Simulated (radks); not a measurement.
# Ionising lutetium step by step, Lu²⁴⁺ to Lu⁴⁷⁺

Wanted: the ionisation ladder of lutetium and its errors against NIST. Each value is a difference of total energies (Δ-SCF).

Method: Dirac Kohn-Sham, PBE, spin-unpolarised, spherical densities, finite nucleus; open shells fill j = l - 1/2 first. Code: radks (a radial shooting solver on a logarithmic mesh, Libxc functionals) version 1.

## (1) Starting point

```
element             : lutetium (Z = 71)
charges             : 24 to 47
first configuration : [Kr] 4d10 4f1
last configuration  : [Ar] 3d6
```

## (2) Lu²⁴⁺, [Kr] 4d10 4f1

The run's settings:

```text
Z 71
configuration [Kr] 4d10 4f1
relativity Dirac
functional pbe,pbe
spin unpolarised
j_filling energy
nucleus finite rms 5.37 fm
c 137.035999084
```

## (3) Lu²⁵⁺, [Kr] 4d10

Settings, as their differences from step 2:

```diff
@@ -1,3 +1,3 @@
 Z 71
-configuration [Kr] 4d10 4f1
+configuration [Kr] 4d10
 relativity Dirac
```

## (4) Lu²⁶⁺, [Kr] 4d9

Settings, as their differences from step 3:

```diff
@@ -1,3 +1,3 @@
 Z 71
-configuration [Kr] 4d10
+configuration [Kr] 4d9
 relativity Dirac
```

## (5) Lu²⁷⁺, [Kr] 4d8

Settings, as their differences from step 4:

```diff
@@ -1,3 +1,3 @@
 Z 71
-configuration [Kr] 4d9
+configuration [Kr] 4d8
 relativity Dirac
```

## (6) Lu²⁸⁺, [Kr] 4d7

Settings, as their differences from step 5:

```diff
@@ -1,3 +1,3 @@
 Z 71
-configuration [Kr] 4d8
+configuration [Kr] 4d7
 relativity Dirac
```

## (7) Lu²⁹⁺, [Kr] 4d6

Settings, as their differences from step 6:

```diff
@@ -1,3 +1,3 @@
 Z 71
-configuration [Kr] 4d7
+configuration [Kr] 4d6
 relativity Dirac
```

## (8) Lu³⁰⁺, [Kr] 4d5

Settings, as their differences from step 7:

```diff
@@ -1,3 +1,3 @@
 Z 71
-configuration [Kr] 4d6
+configuration [Kr] 4d5
 relativity Dirac
```

## (9) Lu³¹⁺, [Kr] 4d4

Settings, as their differences from step 8:

```diff
@@ -1,3 +1,3 @@
 Z 71
-configuration [Kr] 4d5
+configuration [Kr] 4d4 5s0 5p0
 relativity Dirac
```

## (10) Lu³²⁺, [Kr] 4d3

Settings, as their differences from step 9:

```diff
@@ -1,3 +1,3 @@
 Z 71
-configuration [Kr] 4d4 5s0 5p0
+configuration [Kr] 4d3 5s0 5p0
 relativity Dirac
```

## (11) Lu³³⁺, [Kr] 4d2

Settings, as their differences from step 10:

```diff
@@ -1,3 +1,3 @@
 Z 71
-configuration [Kr] 4d3 5s0 5p0
+configuration [Kr] 4d2 5s0 5p0
 relativity Dirac
```

## (12) Lu³⁴⁺, [Kr] 4d1

Settings, as their differences from step 11:

```diff
@@ -1,3 +1,3 @@
 Z 71
-configuration [Kr] 4d2 5s0 5p0
+configuration [Kr] 4d1
 relativity Dirac
```

## (13) Lu³⁵⁺, [Kr]

Settings, as their differences from step 12:

```diff
@@ -1,3 +1,3 @@
 Z 71
-configuration [Kr] 4d1
+configuration [Kr]
 relativity Dirac
```

## (14) Lu³⁶⁺, [Ar] 3d10 4s2 4p5

Settings, as their differences from step 13:

```diff
@@ -1,3 +1,3 @@
 Z 71
-configuration [Kr]
+configuration [Ar] 3d10 4s2 4p5 5s0 4d0
 relativity Dirac
```

## (15) Lu³⁷⁺, [Ar] 3d10 4s2 4p4

Settings, as their differences from step 14:

```diff
@@ -1,3 +1,3 @@
 Z 71
-configuration [Ar] 3d10 4s2 4p5 5s0 4d0
+configuration [Ar] 3d10 4s2 4p4
 relativity Dirac
```

## (16) Lu³⁸⁺, [Ar] 3d10 4s2 4p3

Settings, as their differences from step 15:

```diff
@@ -1,3 +1,3 @@
 Z 71
-configuration [Ar] 3d10 4s2 4p4
+configuration [Ar] 3d10 4s2 4p3
 relativity Dirac
```

## (17) Lu³⁹⁺, [Ar] 3d10 4s2 4p2

Settings, as their differences from step 16:

```diff
@@ -1,3 +1,3 @@
 Z 71
-configuration [Ar] 3d10 4s2 4p3
+configuration [Ar] 3d10 4s2 4p2
 relativity Dirac
```

## (18) Lu⁴⁰⁺, [Ar] 3d10 4s2 4p1

Settings, as their differences from step 17:

```diff
@@ -1,3 +1,3 @@
 Z 71
-configuration [Ar] 3d10 4s2 4p2
+configuration [Ar] 3d10 4s2 4p1 5s0 4d0
 relativity Dirac
```

## (19) Lu⁴¹⁺, [Ar] 3d10 4s2

Settings, as their differences from step 18:

```diff
@@ -1,3 +1,3 @@
 Z 71
-configuration [Ar] 3d10 4s2 4p1 5s0 4d0
+configuration [Ar] 3d10 4s2
 relativity Dirac
```

## (20) Lu⁴²⁺, [Ar] 3d10 4s1

Settings, as their differences from step 19:

```diff
@@ -1,3 +1,3 @@
 Z 71
-configuration [Ar] 3d10 4s2
+configuration [Ar] 3d10 4s1
 relativity Dirac
```

## (21) Lu⁴³⁺, [Ar] 3d10

Settings, as their differences from step 20:

```diff
@@ -1,3 +1,3 @@
 Z 71
-configuration [Ar] 3d10 4s1
+configuration [Ar] 3d10 4s0 4p0
 relativity Dirac
```

## (22) Lu⁴⁴⁺, [Ar] 3d9

Settings, as their differences from step 21:

```diff
@@ -1,3 +1,3 @@
 Z 71
-configuration [Ar] 3d10 4s0 4p0
+configuration [Ar] 3d9
 relativity Dirac
```

## (23) Lu⁴⁵⁺, [Ar] 3d8

Settings, as their differences from step 22:

```diff
@@ -1,3 +1,3 @@
 Z 71
-configuration [Ar] 3d9
+configuration [Ar] 3d8
 relativity Dirac
```

## (24) Lu⁴⁶⁺, [Ar] 3d7

Settings, as their differences from step 23:

```diff
@@ -1,3 +1,3 @@
 Z 71
-configuration [Ar] 3d8
+configuration [Ar] 3d7
 relativity Dirac
```

## (25) Lu⁴⁷⁺, [Ar] 3d6

Settings, as their differences from step 24:

```diff
@@ -1,3 +1,3 @@
 Z 71
-configuration [Ar] 3d7
+configuration [Ar] 3d6 4s0 4p0
 relativity Dirac
```

Before running it: what results should come out? Wanted: for each run, species; configuration; Δ-SCF; −ε(HOMO); NIST; error.

As calculated:

| species | configuration | Δ-SCF (eV) | −ε(HOMO) (eV) | NIST (eV) | error (%) |
| --- | --- | --- | --- | --- | --- |
| Lu²⁴⁺ | [Kr] 4d10 4f1 | 714.05 | 690.62 | 713 (theory) | +0.1 |
| Lu²⁵⁺ | [Kr] 4d10 | 941.77 | 918.80 | 941 (theory) | +0.1 |
| Lu²⁶⁺ | [Kr] 4d9 | 988.13 | 964.85 | 985 (theory) | +0.3 |
| Lu²⁷⁺ | [Kr] 4d8 | 1035.1 | 1011.5 | 1032 (theory) | +0.3 |
| Lu²⁸⁺ | [Kr] 4d7 | 1082.7 | 1058.8 | 1081 (theory) | +0.2 |
| Lu²⁹⁺ | [Kr] 4d6 | 1130.9 | 1106.7 | 1130 (theory) | +0.1 |
| Lu³⁰⁺ | [Kr] 4d5 | 1179.7 | 1155.2 | 1178 (theory) | +0.1 |
| Lu³¹⁺ | [Kr] 4d4 | 1244.2 | 1219.1 | 1242 (theory) | +0.2 |
| Lu³²⁺ | [Kr] 4d3 | 1294.8 | 1269.4 | 1292 (theory) | +0.2 |
| Lu³³⁺ | [Kr] 4d2 | 1345.9 | 1320.2 | 1345 (theory) | +0.1 |
| Lu³⁴⁺ | [Kr] 4d1 | 1397.6 | 1371.6 | 1395 (theory) | +0.2 |
| Lu³⁵⁺ | [Kr] | 1594.6 | 1569.1 | 1591 (theory) | +0.2 |
| Lu³⁶⁺ | [Ar] 3d10 4s2 4p5 | 1645.9 | 1620.2 | 1641 (theory) | +0.3 |
| Lu³⁷⁺ | [Ar] 3d10 4s2 4p4 | 1697.5 | 1671.7 | 1696 (theory) | +0.1 |
| Lu³⁸⁺ | [Ar] 3d10 4s2 4p3 | 1749.3 | 1723.3 | 1747 (theory) | +0.1 |
| Lu³⁹⁺ | [Ar] 3d10 4s2 4p2 | 1882.3 | 1855.1 | 1875 (theory) | +0.4 |
| Lu⁴⁰⁺ | [Ar] 3d10 4s2 4p1 | 1937.0 | 1909.6 | 1933 (theory) | +0.2 |
| Lu⁴¹⁺ | [Ar] 3d10 4s2 | 2079.9 | 2052.7 | 2067 (theory) | +0.6 |
| Lu⁴²⁺ | [Ar] 3d10 4s1 | 2134.8 | 2107.2 | 2126 (semi-emp.) | +0.4 |
| Lu⁴³⁺ | [Ar] 3d10 | 3591.0 | 3530.7 | 3590 (theory) | +0.0 |
| Lu⁴⁴⁺ | [Ar] 3d9 | 3712.4 | 3651.5 | 3706 (theory) | +0.2 |
| Lu⁴⁵⁺ | [Ar] 3d8 | 3835.4 | 3773.6 | 3828 (theory) | +0.2 |
| Lu⁴⁶⁺ | [Ar] 3d7 | 3959.7 | 3897.3 | 3960 (theory) | -0.0 |

**Reading.** Reference values: NIST Atomic Spectra Database (exp. measured, semi-emp. semi-empirical, theory a theoretical value adopted there). The steepest step, after dividing by the final charge, comes at Lu⁴³⁺ in [Ar] 3d10, where the value goes from 2134.8 to 3591.0 eV. There the highest level belongs to another shell. Minus the highest eigenvalue gives 97 to 99 % of the Δ-SCF value along the ladder. Spin polarisation and multiplet splitting are left out, so open shells lie too high by an amount that depends on their filling.
